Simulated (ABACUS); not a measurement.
# YbSi2: equation of state with PBE

Crystal: YbSi2.

```
Yb Si
1.0
     3.77100    0.00000    0.00000
    -1.88550    3.26578    0.00000
     0.00000    0.00000    4.09800
Yb Si
1 2
Cartesian
  0.0000 0.0000 0.0000
  1.8855 1.0886 2.0490
  0.0000 2.1772 2.0490
```

| Quantity | Value |
| --- | --- |
| Program | ABACUS 3.10.1 |
| Task | equation of state |
| Functional | PBE |
| Potentials or basis | PseudoDojo NC SR 0.4.1 PBE standard, lanthanides 3+ (f in core) |
| Cutoff | 680 eV |
| Density cutoff | 2721 eV |
| Basis | plane waves |
| k mesh | 8 × 8 × 7 |
| Occupations | fermi-dirac, width 0.05 eV |
| Spin | collinear spin, ferromagnetic start |
| Starting moments | [1.0, 1.0, 1.0] μB |

The equilibrium volume is outside the volumes run.

Energy against volume, from the lowest point:
```
volume (Å³/atom)  energy (meV/atom)
          15.813             186.06
          16.150             137.42
          16.486              96.76
          16.823              63.31
          17.159              36.44
          17.496              15.54
          17.832               0.00
```

All runs of the series together: 71 s on 4 threads of AMD EPYC 7B13 (Zen 3), on a shared host.

Caveat: the local potential of these files has a noisy tail that shifts the pressure, which isn't listed; all typed moments are zero, and the program then starts from 1 μB on every atom; the noisy tail tilts energy against volume too. The state reached can hang on the start; a lower one may exist.
